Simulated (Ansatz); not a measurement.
# GaH₇O₄Si: up Jacob's ladder to CCSD(T)

An exercise on one series of results from a longer session: the logs are not shown, and one member is left open.

Computed with Ansatz 0.2.0, Gaussian basis. Level: functionals in def2-TZVPP, the program's frozen cores in correlated methods.

Levels to be run: LDA (SPW92), PBE-D4, revPBE-D4, BLYP-D4, r2SCAN-D4, B97M-V, PBE0-D4, B3LYP-D4, r2SCANh-D4, r2SCAN0-D4, HSE06-D4, BHLYP-D4, CAM-B3LYP-D4, LC-ωPBE, ωB97X-V, ωB97M-V, B2PLYP, PBE-QIDH; CCSD(T)/def2-SVP; MP2/def2-TZVPP; MP2/def2-QZVPP; RPA on PBE.

### The relaxed structure

All runs share one geometry, relaxed beforehand with PBE0-D4 in a triple-zeta def2 set.

SMILES `[OH][Ga-]([OH])([OH])[OH+][SiH3]`, 13 atoms, charge 0, spin multiplicity 1.

Atoms are counted from 1 here; the program's logs count them from 0.

Bond lengths: O1–Ga2 1.802 Å, O1–H7 0.959 Å, Ga2–O3 1.810 Å, Ga2–O4 1.788 Å, Ga2–O5 2.087 Å, O3–H8 0.958 Å, O4–H9 0.959 Å, O5–Si6 1.694 Å, O5–H10 0.967 Å, Si6–H11 1.478 Å, Si6–H12 1.473 Å, Si6–H13 1.485 Å. Angles: Ga2–O1–H7 113.0°, O1–Ga2–O3 119.4°, O1–Ga2–O4 116.7°, O1–Ga2–O5 93.6°, O3–Ga2–O4 120.1°, O3–Ga2–O5 88.1°, O4–Ga2–O5 108.0°, Ga2–O3–H8 113.9°, Ga2–O4–H9 112.9°, Ga2–O5–Si6 119.9°, Ga2–O5–H10 99.1°, Si6–O5–H10 117.8°, O5–Si6–H11 110.9°, O5–Si6–H12 105.7°, O5–Si6–H13 106.1°, H11–Si6–H12 113.4°, H11–Si6–H13 109.6°, H12–Si6–H13 110.8°.

Geometry (Å):

```csv
atom,x (Å),y (Å),z (Å)
O1,-1.1757,-0.8017,-1.0924
Ga2,-0.4878,-0.9678,0.5653
O3,0.9922,-1.9797,0.8147
O4,-1.5967,-0.6501,1.9314
O5,0.7659,0.6879,0.3550
Si6,0.5776,1.7283,-0.9682
H7,-2.1319,-0.7292,-1.0958
H8,1.1035,-2.6724,0.1618
H9,-1.2675,-0.9878,2.7662
H10,1.6196,0.2478,0.4654
H11,0.8906,1.0338,-2.2344
H12,-0.8101,2.2177,-0.8958
H13,1.5409,2.8385,-0.7585
```

The first run:

in.yaml reads:

```yaml
crystal:
  periodic: [false, false, false]
  atoms:
    - {symbol: O, position_ang: [-1.175681, -0.801730, -1.092421]}
    - {symbol: Ga, position_ang: [-0.487806, -0.967766, 0.565275]}
    - {symbol: O, position_ang: [0.992163, -1.979722, 0.814733]}
    - {symbol: O, position_ang: [-1.596708, -0.650053, 1.931407]}
    - {symbol: O, position_ang: [0.765943, 0.687880, 0.354964]}
    - {symbol: Si, position_ang: [0.577604, 1.728331, -0.968246]}
    - {symbol: H, position_ang: [-2.131883, -0.729236, -1.095767]}
    - {symbol: H, position_ang: [1.103477, -2.672448, 0.161827]}
    - {symbol: H, position_ang: [-1.267544, -0.987778, 2.766245]}
    - {symbol: H, position_ang: [1.619614, 0.247831, 0.465429]}
    - {symbol: H, position_ang: [0.890567, 1.033847, -2.234372]}
    - {symbol: H, position_ang: [-0.810130, 2.217685, -0.895777]}
    - {symbol: H, position_ang: [1.540885, 2.838460, -0.758498]}
basis:
  gaussian: {orbitals: def2-TZVPP}
hamiltonian: {xc: lda}
output: {orbitals: {seedname: orbitals}}
```

The run is started by

```bash
ansatz run in.yaml --threads 4 --pin off --events-out ev --progress --plain --max-ram 11315MiB
```

Steps of the session up to this table: LDA; PBE-D4 (GGA); revPBE-D4 (GGA); BLYP-D4 (GGA); r2SCAN-D4 (meta-GGA); B97M-V (meta-GGA); PBE0-D4 (hybrid); B3LYP-D4 (hybrid); r2SCANh-D4 (hybrid); r2SCAN0-D4 (hybrid); HSE06-D4 (hybrid); BHLYP-D4 (hybrid); CAM-B3LYP-D4 (range-separated); LC-ωPBE (range-separated); ωB97X-V (range-separated); ωB97M-V (range-separated); B2PLYP (double hybrid); PBE-QIDH (double hybrid).

One table of the session follows, with a row left open; its other results are not shown here.

It belongs to the step «Frontier levels by functional». 

| functional | HOMO (eV) | gap (eV) |
| --- | --- | --- |
| LDA (SPW92) | -6.77 | 4.96 |
| PBE-D4 | -6.54 | 4.98 |
| revPBE-D4 | -6.45 | 5.02 |
| BLYP-D4 | -6.44 | 4.95 |
| r2SCAN-D4 | -6.91 | 5.78 |
| B97M-V | -7.00 | 5.57 |
| PBE0-D4 | -8.25 | 7.58 |
| B3LYP-D4 | -7.98 | 7.02 |
| r2SCANh-D4 | ? | ? |
| r2SCAN0-D4 | -8.54 | 8.12 |
| HSE06-D4 | -7.84 | 6.79 |
| BHLYP-D4 | -9.93 | 10.06 |
| CAM-B3LYP-D4 | -9.78 | 10.02 |
| LC-ωPBE | -11.17 | 12.68 |
| ωB97X-V | -10.81 | 12.12 |
| ωB97M-V | -10.75 | 11.73 |

Estimate the missing values for r2SCANh-D4.

Worked estimate for «HOMO (eV)». Against the share of exact exchange, r2SCAN-D4 (0, -6.91), r2SCAN0-D4 (0.25, -8.54) give a slope of -6.52 per unit share; at 0.1 the line stands at -7.56.

As computed: HOMO (eV): -7.56; gap (eV): 6.71. In «HOMO (eV)» the line misses by 0.00.
